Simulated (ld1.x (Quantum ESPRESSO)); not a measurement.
# Pseudopotential generation for fluorine: ultrasoft, PBE

Do these settings give a usable potential? It is generated, then checked for transferability, scattering, ghosts and hardness.

Program: ld1.x (Quantum ESPRESSO) 7.5. Reference atom: PBE, scalar-relativistic, spherical and spin-unpolarised. All values are calculated.

### Step 1. Settings

The settings as typed:

- element: fluorine (F, Z = 9)
- type: ultrasoft
- frozen core: [He]
- valence charge: 7
- reference configuration: 2s2 2p5
- partial waves: 2s (bound): rcut 0.55, rcutus 0.70 bohr; 2s channel at -1.2 Ry: rcut 0.55, rcutus 0.70 bohr; 2p (bound): rcut 1.00, rcutus 1.25 bohr; 2p channel at 0.25 Ry: rcut 1.00, rcutus 1.25 bohr; 3d channel at 0.1 Ry: rcut 1.05, rcutus 1.15 bohr; 3d channel at 0.9 Ry: rcut 1.05, rcutus 1.15 bohr
- local potential: all-electron potential smoothed inside 0.70 bohr (lloc = -1)
- core correction: not asked for
- augmentation charge: built from norm-conserving waves at rcut, not smoothed further

The nodes and maxima of the atom's own shells, from an earlier all-electron run, set the scale for the radii.

All-electron outer shells of the reference configuration (PBE, scalar-relativistic, ld1.x):

| shell | level (eV) | outermost node (bohr) | outermost maximum (bohr) |
| --- | --- | --- | --- |
| 1s | -663.37 | – | 0.11 |
| 2s | -29.90 | 0.24 | 0.76 |
| 2p | -11.11 | – | 0.71 |

### Step 2. Generating the potential

The input, F.in:

```
 &input
   title='F', zed=9., rel=1, dft='PBE', iswitch=3,
   config='[He] 2s2 2p5 3d-2',
   nld=3, rlderiv=1.35, eminld=-4.0, emaxld=5.0, deld=0.02
 /
 &inputp
   pseudotype=3, tm=.true., lloc=-1, rcloc=0.70,
   nlcc=.false.,
   file_pseudopw='F.UPF', file_wfcaegen='ae.wfc', file_wfcncgen='nc.wfc', file_beta='beta', file_chi='chi', file_wfcusgen='us.wfc'
 /
6
2S  1  0   2.00   0.00  0.55  0.70  0.0
2S  1  0   0.00  -1.20  0.55  0.70  0.0
2P  2  1   5.00   0.00  1.00  1.25  0.0
2P  2  1   0.00   0.25  1.00  1.25  0.0
3D  3  2  -2.00   0.10  1.05  1.15  0.0
3D  3  2  -2.00   0.90  1.05  1.15  0.0
 &test
   configts(1)='2s2 2p5'
 /
```

The run is started by

```
$ ld1.x < F.in > F.out
```

The output, F.out (without the banner and most projector matrices):

```text
     Program LD1 v.7.5
     --------------------------- All-electron run ----------------------------

     F
     scalar relativistic calculation

     atomic number is  9.00
     dft =PBE   lsd =0 sic =0 latt =0  beta=0.20 tr2=1.0E-14
     Exchange-correlation= PBE
                           (   1   4   3   4   0   0   0)
     mesh =1105 r(mesh) =  99.76081 a.u. xmin = -7.00 dx = 0.01250
     1 Ry =  13.60569312 eV, c = 137.03599908

     n l     nl                  e(Ry)          e(Ha)          e(eV)
     1 0     1S 1( 2.00)       -48.7570       -24.3785      -663.3734
     2 0     2S 1( 2.00)        -2.1976        -1.0988       -29.8996
     2 1     2P 1( 5.00)        -0.8167        -0.4083       -11.1117

     final scf error:  6.3E-15 reached in  26 iterations

     Etot =    -199.489330 Ry,     -99.744665 Ha,   -2714.190600 eV

     Ekin =     199.322998 Ry,      99.661499 Ha,    2711.927538 eV
     Encl =    -477.724055 Ry,    -238.862027 Ha,   -6499.766885 eV
     Eh   =      99.339620 Ry,      49.669810 Ha,    1351.584389 eV
     Exc  =     -20.427893 Ry,     -10.213946 Ha,    -277.935642 eV

     normalization and overlap integrals

     s(1S/1S) =  1.000000  <r> =   0.1763  <r2> =    0.0420  r(max) =   0.1139
     s(2S/2S) =  1.000000  <r> =   1.0034  <r2> =    1.2282  r(max) =   0.7617
     s(2P/2P) =  1.000000  <r> =   1.1050  <r2> =    1.6384  r(max) =   0.7066

     ------------------------ End of All-electron run ------------------------

     --------------------- Generating US pseudopotential ---------------------

      Generating local potential from pseudized AE potential:
      Matching radius rcloc =   0.7000

      Local pseudo, rcloc= 0.707 Estimated cut-off energy=    48.44 Ry

      Wfc   2S  rcut= 0.550  Using Troullier-Martins method
      Wfc-us  2S rcutus= 0.707  Estimated cut-off energy=    87.37 Ry

      Wfc   2S  rcut= 0.550  Using Troullier-Martins method
      Wfc-us  2S rcutus= 0.707  Estimated cut-off energy=    88.93 Ry

      Wfc   2P  rcut= 1.003  Using Troullier-Martins method
      Wfc-us  2P rcutus= 1.256  Estimated cut-off energy=    49.70 Ry

      Wfc   2P  rcut= 1.003  Using Troullier-Martins method
      Wfc-us  2P rcutus= 1.256  Estimated cut-off energy=    56.40 Ry

      Wfc   3D  rcut= 1.054  Using Troullier-Martins method
      Wfc-us  3D rcutus= 1.136  Estimated cut-off energy=    78.53 Ry

      Wfc   3D  rcut= 1.054  Using Troullier-Martins method
      Wfc-us  3D rcutus= 1.136  Estimated cut-off energy=    79.22 Ry

     ------------------- End of pseudopotential generation -------------------

     [... the all-electron block is printed once more ...]


     Computing logarithmic derivative in   1.34520
     Computing logarithmic derivative in   1.34520
     Computing the partial wave expansion
     R is outside the sphere for l=    0 j= 0.00
     R is outside the sphere for l=    0 j= 0.00
     R is outside the sphere for l=    1 j= 0.00
     R is outside the sphere for l=    1 j= 0.00
     R is outside the sphere for l=    2 j= 0.00
     R is outside the sphere for l=    2 j= 0.00

     ---------------------- Testing the pseudopotential ----------------------

     F
     scalar relativistic calculation

     atomic number is  9.00   valence charge is  7.00
     dft =PBE   lsd =0 sic =0 latt =0  beta=0.20 tr2=1.0E-14
     mesh =1105 r(mesh) =  99.76081 xmin = -7.00 dx = 0.01250

     n l     nl             e AE (Ry)        e PS (Ry)    De AE-PS (Ry)
     1 0     2S   1( 2.00)       -2.19758       -2.19764        0.00006
     2 1     2P   1( 5.00)       -0.81670       -0.81670        0.00000

     eps = 6.6E-15  iter =  5

     Etot =    -199.489330 Ry,     -99.744665 Ha,   -2714.190600 eV
     Etotps =   -48.102580 Ry,     -24.051290 Ha,    -654.468943 eV

     Ekin =      21.818909 Ry,      10.909455 Ha,     296.861380 eV
     Encl =    -116.045608 Ry,     -58.022804 Ha,   -1578.880933 eV
     Ehrt =      42.283113 Ry,      21.141557 Ha,     575.291063 eV
     Ecxc =      -8.984777 Ry,      -4.492389 Ha,    -122.244125 eV
     Epseu=      12.825783 Ry,       6.412892 Ha,     174.503672 eV

     ---------------------- End of pseudopotential test ----------------------
```

Wall time 1.6 s (1 thread of Neoverse-V1, shared host). This counts the later configuration tests of the new file too.

Partial waves on a coarse radial grid (AE all-electron, PS pseudo):

| r (bohr) | 2s AE | 2s PS | 2p AE | 2p PS |
| --- | --- | --- | --- | --- |
| 0.062 | -0.4199 | 0.1121 | 0.0626 | 0.0126 |
| 0.125 | -0.4136 | 0.2261 | 0.1957 | 0.0502 |
| 0.188 | -0.2211 | 0.3401 | 0.3457 | 0.1103 |
| 0.250 | 0.0269 | 0.4515 | 0.4850 | 0.1874 |
| 0.312 | 0.2731 | 0.5606 | 0.6053 | 0.2774 |
| 0.375 | 0.4937 | 0.6667 | 0.7048 | 0.3762 |
| 0.438 | 0.6740 | 0.7649 | 0.7820 | 0.4763 |
| 0.500 | 0.8105 | 0.8506 | 0.8375 | 0.5704 |
| 0.562 | 0.9089 | 0.9220 | 0.8748 | 0.6553 |
| 0.625 | 0.9747 | 0.9769 | 0.8968 | 0.7280 |
| 0.688 | 1.0117 | 1.0117 | 0.9056 | 0.7846 |
| 0.750 | 1.0253 | 1.0253 | 0.9038 | 0.8231 |
| 0.812 | 1.0211 | 1.0211 | 0.8940 | 0.8450 |
| 0.875 | 1.0028 | 1.0028 | 0.8775 | 0.8516 |
| 0.938 | 0.9740 | 0.9740 | 0.8562 | 0.8448 |
| 1.000 | 0.9383 | 0.9383 | 0.8317 | 0.8280 |
| 1.062 | 0.8977 | 0.8977 | 0.8048 | 0.8043 |
| 1.125 | 0.8531 | 0.8531 | 0.7758 | 0.7760 |
| 1.188 | 0.8067 | 0.8067 | 0.7458 | 0.7459 |
| 1.250 | 0.7605 | 0.7605 | 0.7158 | 0.7158 |
| 1.312 | 0.7144 | 0.7144 | 0.6858 | 0.6858 |
| 1.375 | 0.6684 | 0.6684 | 0.6554 | 0.6554 |
| 1.438 | 0.6238 | 0.6238 | 0.6256 | 0.6256 |
| 1.500 | 0.5815 | 0.5815 | 0.5969 | 0.5969 |
| 1.562 | 0.5411 | 0.5411 | 0.5689 | 0.5689 |
| 1.625 | 0.5021 | 0.5021 | 0.5414 | 0.5414 |

### Step 3. Configuration tests

The input, F.test.in:

```
 &input
   title='F', zed=9., rel=1, dft='PBE', iswitch=2,
   config='[He] 2s2 2p5 3d-2'
 /
 &test
   file_pseudo='F.UPF', nconf=8,
   configts(1)='2s2 2p5',
   configts(2)='2s2 2p4',
   configts(3)='2s2 2p3',
   configts(4)='2s2 2p2',
   configts(5)='2s2 2p1',
   configts(6)='2s1 2p5',
   configts(7)='2s1 2p6',
   configts(8)='2s2 2p5.3'
 /
```

The run is started by

```
$ ld1.x < F.test.in > F.test.out
```

F.test.out, the pseudopotential blocks:

```text
     ---------------------- Testing the pseudopotential ----------------------

     F
     scalar relativistic calculation

     atomic number is  9.00   valence charge is  7.00
     dft =PBE   lsd =0 sic =0 latt =0  beta=0.20 tr2=1.0E-14
     mesh =1105 r(mesh) =  99.76081 xmin = -7.00 dx = 0.01250

     n l     nl             e AE (Ry)        e PS (Ry)    De AE-PS (Ry)
     1 0     2S   1( 2.00)       -2.19758       -2.19764        0.00006
     2 1     2P   1( 5.00)       -0.81670       -0.81670        0.00000

     eps = 6.6E-15  iter =  5

     Etot =    -199.489330 Ry,     -99.744665 Ha,   -2714.190600 eV
     Etotps =   -48.102580 Ry,     -24.051290 Ha,    -654.468943 eV

     Ekin =      21.818909 Ry,      10.909455 Ha,     296.861380 eV
     Encl =    -116.045608 Ry,     -58.022804 Ha,   -1578.880933 eV
     Ehrt =      42.283113 Ry,      21.141557 Ha,     575.291063 eV
     Ecxc =      -8.984777 Ry,      -4.492389 Ha,    -122.244125 eV
     Epseu=      12.825783 Ry,       6.412892 Ha,     174.503672 eV

     ---------------------- End of pseudopotential test ----------------------

     ---------------------- Testing the pseudopotential ----------------------

     F
     [...]
     n l     nl             e AE (Ry)        e PS (Ry)    De AE-PS (Ry)
     1 0     2S   1( 2.00)       -3.48292       -3.48350        0.00058
     2 1     2P   1( 4.00)       -2.08065       -2.07945       -0.00120

     eps = 6.0E-15  iter = 13

     Etot =    -198.064175 Ry,     -99.032088 Ha,   -2694.800384 eV
     Etotps =   -46.677749 Ry,     -23.338875 Ha,    -635.083130 eV
     dEtot_ae =       1.425155 Ry
     dEtot_ps =       1.424831 Ry,   Delta E=       0.000324 Ry

     [...]
     ---------------------- End of pseudopotential test ----------------------

     ---------------------- Testing the pseudopotential ----------------------

     F
     [...]
     n l     nl             e AE (Ry)        e PS (Ry)    De AE-PS (Ry)
     1 0     2S   1( 2.00)       -4.99731       -4.99731        0.00000
     2 1     2P   1( 3.00)       -3.60167       -3.59556       -0.00612  !

     eps = 8.3E-16  iter = 11

     Etot =    -195.242940 Ry,     -97.621470 Ha,   -2656.415526 eV
     Etotps =   -43.859570 Ry,     -21.929785 Ha,    -596.739848 eV
     dEtot_ae =       4.246390 Ry
     dEtot_ps =       4.243010 Ry,   Delta E=       0.003379 Ry

     [...]
     ---------------------- End of pseudopotential test ----------------------

     ---------------------- Testing the pseudopotential ----------------------

     F
     [...]
     n l     nl             e AE (Ry)        e PS (Ry)    De AE-PS (Ry)
     1 0     2S   1( 2.00)       -6.70364       -6.69965       -0.00399
     2 1     2P   1( 2.00)       -5.34782       -5.32829       -0.01953  !

     eps = 7.0E-15  iter = 11

     Etot =    -190.786158 Ry,     -95.393079 Ha,   -2595.777923 eV
     Etotps =   -39.414424 Ry,     -19.707212 Ha,    -536.260561 eV
     dEtot_ae =       8.703171 Ry
     dEtot_ps =       8.688156 Ry,   Delta E=       0.015015 Ry

     [...]
     ---------------------- End of pseudopotential test ----------------------

     ---------------------- Testing the pseudopotential ----------------------

     F
     [...]
     n l     nl             e AE (Ry)        e PS (Ry)    De AE-PS (Ry)
     1 0     2S   1( 2.00)       -8.57765       -8.56156       -0.01609  !
     2 1     2P   1( 1.00)       -7.29740       -7.24607       -0.05133  !

     eps = 8.2E-15  iter = 11

     Etot =    -184.479831 Ry,     -92.239915 Ha,   -2509.975963 eV
     Etotps =   -33.141087 Ry,     -16.570544 Ha,    -450.907463 eV
     dEtot_ae =      15.009499 Ry
     dEtot_ps =      14.961493 Ry,   Delta E=       0.048006 Ry

     [...]
     ---------------------- End of pseudopotential test ----------------------

     ---------------------- Testing the pseudopotential ----------------------

     F
     [...]
     n l     nl             e AE (Ry)        e PS (Ry)    De AE-PS (Ry)
     1 0     2S   1( 1.00)       -3.49542       -3.49536       -0.00006
     2 1     2P   1( 5.00)       -2.08974       -2.09074        0.00100

     eps = 2.2E-15  iter = 11

     Etot =    -196.660171 Ry,     -98.330085 Ha,   -2675.697932 eV
     Etotps =   -45.273478 Ry,     -22.636739 Ha,    -615.977047 eV
     dEtot_ae =       2.829159 Ry
     dEtot_ps =       2.829102 Ry,   Delta E=       0.000057 Ry

     [...]
     ---------------------- End of pseudopotential test ----------------------

     ---------------------- Testing the pseudopotential ----------------------

     F
     [...]
     n l     nl             e AE (Ry)        e PS (Ry)    De AE-PS (Ry)
     1 0     2S   1( 1.00)       -2.23280       -2.23140       -0.00140
     2 1     2P   1( 6.00)       -0.84819       -0.84884        0.00065

     eps = 1.9E-15  iter = 18

     Etot =    -198.106554 Ry,     -99.053277 Ha,   -2695.376983 eV
     Etotps =   -46.720857 Ry,     -23.360429 Ha,    -635.669644 eV
     dEtot_ae =       1.382775 Ry
     dEtot_ps =       1.381723 Ry,   Delta E=       0.001052 Ry

     [...]
     ---------------------- End of pseudopotential test ----------------------

     ---------------------- Testing the pseudopotential ----------------------

     F
     [...]
     n l     nl             e AE (Ry)        e PS (Ry)    De AE-PS (Ry)
     1 0     2S   1( 2.00)       -1.86725       -1.86715       -0.00010
     2 1     2P   1( 5.30)       -0.49676       -0.49682        0.00006

     eps = 5.7E-15  iter = 11

     Etot =    -199.685554 Ry,     -99.842777 Ha,   -2716.860368 eV
     Etotps =   -48.298836 Ry,     -24.149418 Ha,    -657.139141 eV
     dEtot_ae =      -0.196224 Ry
     dEtot_ps =      -0.196256 Ry,   Delta E=       0.000032 Ry

     [...]
     ---------------------- End of pseudopotential test ----------------------
```

Energies count from the reference configuration 2s2 2p5; the error is all-electron less pseudo. The frozen-core shift comes from a second all-electron run, not shown, with the core orbitals held at their reference shape; it is that run's ΔE less the relaxed one.

```csv
valence configuration,charge,ΔE all-electron (eV),error AE − PS (meV),frozen-core shift (meV)
2s2 2p4,+1,19.390,+4.4,+0.1
2s2 2p3,+2,57.775,+46,+0.8
2s2 2p2,+3,118.413,+204,+4.3
2s2 2p1,+4,204.215,+653,+15
2s1 2p5,+1,38.493,+0.8,+0.6
2s1 2p6,0,18.814,+14,+0.4
2s2 2p5.3,-0.3,-2.670,+0.4,0.0
```

### Step 4. Logarithmic derivatives

Taken from the files of the generation run. The phase is arctan(r·u′/u) with u = r·R, unwrapped, with energies in Ry. A pole is an energy at which the radial function vanishes at the test radius. The pseudo phase is shifted by a multiple of π to meet the all-electron one at the reference energy. Levels narrower than the energy grid can be missing from the poles. Left out: d, where the overlap operator is not positive , so their phases aren't trusted. The last column is the largest difference on the grid between −1 and +1 Ry.

| channel | radius (bohr) | reference (Ry) | poles AE | poles PS | window around the reference with phases within 0.05 rad (Ry) | largest difference near zero (rad) |
| --- | --- | --- | --- | --- | --- | --- |
| s | 1.34 | -2.20 | 0.02 | 0.02 | the whole range | 0.000 |
| p | 1.34 | -0.82 | 1.12 | 1.12 | the whole range | 0.000 |

Phases (rad) along the scan:

| E (Ry) | s AE | s PS | p AE | p PS |
| --- | --- | --- | --- | --- |
| -4.00 | 0.767 | 0.767 | 1.118 | 1.118 |
| -3.52 | 0.488 | 0.487 | 1.065 | 1.065 |
| -3.04 | -0.009 | -0.010 | 0.989 | 0.989 |
| -2.56 | -0.619 | -0.619 | 0.871 | 0.871 |
| -2.08 | -1.036 | -1.036 | 0.666 | 0.666 |
| -1.60 | -1.266 | -1.266 | 0.274 | 0.274 |
| -1.12 | -1.401 | -1.401 | -0.375 | -0.375 |
| -0.64 | -1.489 | -1.489 | -0.941 | -0.941 |
| -0.16 | -1.552 | -1.552 | -1.249 | -1.249 |
| 0.32 | -1.600 | -1.600 | -1.417 | -1.417 |
| 0.80 | -1.639 | -1.639 | -1.520 | -1.520 |
| 1.28 | -1.672 | -1.673 | -1.593 | -1.593 |
| 1.76 | -1.703 | -1.703 | -1.649 | -1.649 |
| 2.24 | -1.731 | -1.731 | -1.695 | -1.696 |
| 2.72 | -1.758 | -1.759 | -1.737 | -1.737 |
| 3.20 | -1.786 | -1.786 | -1.776 | -1.776 |
| 3.68 | -1.815 | -1.815 | -1.815 | -1.816 |
| 4.16 | -1.845 | -1.846 | -1.857 | -1.857 |
| 4.64 | -1.879 | -1.880 | -1.902 | -1.903 |

### Step 5. Plane-wave convergence, by spherical Bessel functions

A separate test, outside the generator: the pseudo-atom's Hamiltonian at the reference potential is diagonalised in spherical Bessel functions j_l(qr) that vanish at 20 bohr, with q² up to the cutoff.

No cutoffs are read. The overlap operator is not positive in d (lowest eigenvalue -19.717), so the test is not defined there. The ghost test is not conclusive.

### Step 6. What came out

```
                                                quantity                  value
                                                 cutoffs         not determined
                                            bound ghosts         not determined
                            largest test error (AE − PS)  +653 meV, for 2s2 2p1
largest phase difference near zero energy, channels read              0.000 rad
         lowest eigenvalue of the overlap (Bessel basis)            -19.717 (d)
```

The overlap operator is not positive definite in d, so a plane-wave run would break down once the basis is large enough. The worst unpolarised test, 2s2 2p1, is off by 653 meV on 204.2 eV; by total energies transferability rates as poor. That test lies far up in energy; among those under 40 eV, nearer to bonding, the largest error is 14 meV. Freezing the core alone would shift it much less, so the error comes from the pseudisation. No cutoffs are read. Ghosts could not be judged. Near zero energy the phases of the channels with partial waves that could be evaluated agree within 0.001 rad. All of this concerns the isolated atom, not yet a solid.
